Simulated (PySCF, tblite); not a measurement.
# C8H16N2: geometry, infrared bands and NMR shifts

Wanted: the infrared bands and NMR shifts of C8H16N2 (`C=CN(C)N1CCCCC1`), by calculation.

Programs: tblite 0.8.0 and PySCF 2.14.0, with density-fitted response routines of our own. Each step states its level of theory. These are calculated values for one molecule in the gas phase, unless marked as measured. Atoms are numbered from 0 throughout.

## (1) The molecule as given

26 atoms, charge 0, multiplicity 1; geometry from: force field or distance geometry start.

Bonds of the start (Å): C0–C1 1.31, C1–N2 1.43, N2–C3 1.46, N2–N4 1.36, N4–C5 1.42, C5–C6 1.51, C6–C7 1.52, C7–C8 1.48, C8–C9 1.51, C9–N4 1.39, C0–H10 1.09, C0–H11 1.08, C1–H12 1.10, C3–H13 1.11, C3–H14 1.10, C3–H15 1.10, C5–H16 1.12, C5–H17 1.11, C6–H18 1.12, C6–H19 1.11, C7–H20 1.11, C7–H21 1.11, C8–H22 1.12, C8–H23 1.12, C9–H24 1.13, C9–H25 1.12.

## (2) Relaxing the molecule with GFN2-xTB

What the job is given:

```
{"job": {"kind": "relax", "xc": "GFN2-xTB", "basis": "xTB"}, "charge": 0, "multiplicity": 1}
C     -3.384200    -0.932000    -0.538700
C     -2.343700    -0.733700     0.233300
N     -1.381200     0.275000    -0.099000
C     -1.936300     1.510200    -0.656300
N     -0.044000     0.105300     0.079300
C      0.719400    -0.169500    -1.084700
C      2.003300    -0.907600    -0.791000
C      2.787000    -0.293700     0.355400
C      1.963500     0.112100     1.513000
C      0.564900     0.597400     1.230400
H     -4.099200    -1.706900    -0.256200
H     -3.568300    -0.348700    -1.425700
H     -2.170200    -1.325100     1.150400
H     -2.964300     1.624600    -0.251100
H     -1.331900     2.387400    -0.363400
H     -2.012400     1.339900    -1.737700
H      0.096600    -0.877600    -1.685100
H      0.887000     0.694800    -1.754900
H      1.740900    -1.944400    -0.471700
H      2.597100    -0.955600    -1.732900
H      3.459200    -1.108800     0.709400
H      3.444100     0.510500    -0.031800
H      1.895600    -0.757700     2.213700
H      2.506800     0.898900     2.086800
H      0.595700     1.722700     1.264300
H     -0.046500     0.305000     2.117300
```

On the command line:

```bash
$ OMP_NUM_THREADS=1 python probes_run.py task.json out
```

One launch serves the whole session: the jobs run in the order shown.

**Question.** This job is followed by: GFN2-xTB harmonic vibrations, gas phase; GIAO PBE0/pcSseg-1 NMR shielding, non-relativistic, gas phase. What will the session give for the following? strongest single infrared mode (GFN2-xTB); zero-point energy (GFN2-xTB); ¹³C shifts against TMS (PBE0/pcSseg-1, means over atoms taken as alike); ¹H shifts against TMS (PBE0/pcSseg-1, means over atoms taken as alike); ¹⁵N shifts against NH3 (PBE0/pcSseg-1).

As calculated:

| quantity | value |
| --- | --- |
| strongest single infrared mode (GFN2-xTB) | 1704 cm⁻¹, 211 km/mol |
| zero-point energy (GFN2-xTB) | 144.7 kcal/mol |
| ¹³C shifts against TMS (PBE0/pcSseg-1, means over atoms taken as alike) | 151.6, 81.7, 55.1, 31.0, 28.5, 27.5 ppm |
| ¹H shifts against TMS (PBE0/pcSseg-1, means over atoms taken as alike) | 6.60, 3.73, 3.50, 2.65, 2.49, 1.65, 1.30 ppm |
| ¹⁵N shifts against NH3 (PBE0/pcSseg-1) | 136.3, 119.6 ppm |

**Reading.** Over 80 steps the energy fell by 1.167 eV; of the close pairs, N4–C9 changed most, 1.392 to 1.450 Å. No mode is imaginary among the 72: a minimum at this level. The strongest single mode, at 1704 cm⁻¹, moves mainly C1 and C0. GFN2-xTB is a fitted tight-binding method: band positions and strengths are rough. Its intensities can rank the bands wrongly. The most deshielded carbon is C1 (alkene carbon bearing nitrogen), at 151.6 ppm: an sp2 carbon further deshielded by the attached heteroatom. H12 (hydrogen on an alkene carbon bearing nitrogen) lies farthest downfield among hydrogen, at 6.60 ppm; a vinylic proton, deshielded by the sp2 carbon and the C=C anisotropy. At PBE0/pcSseg-1: The widest tensor belongs to C1: span 176 ppm, with a paramagnetic part of -216 ppm.
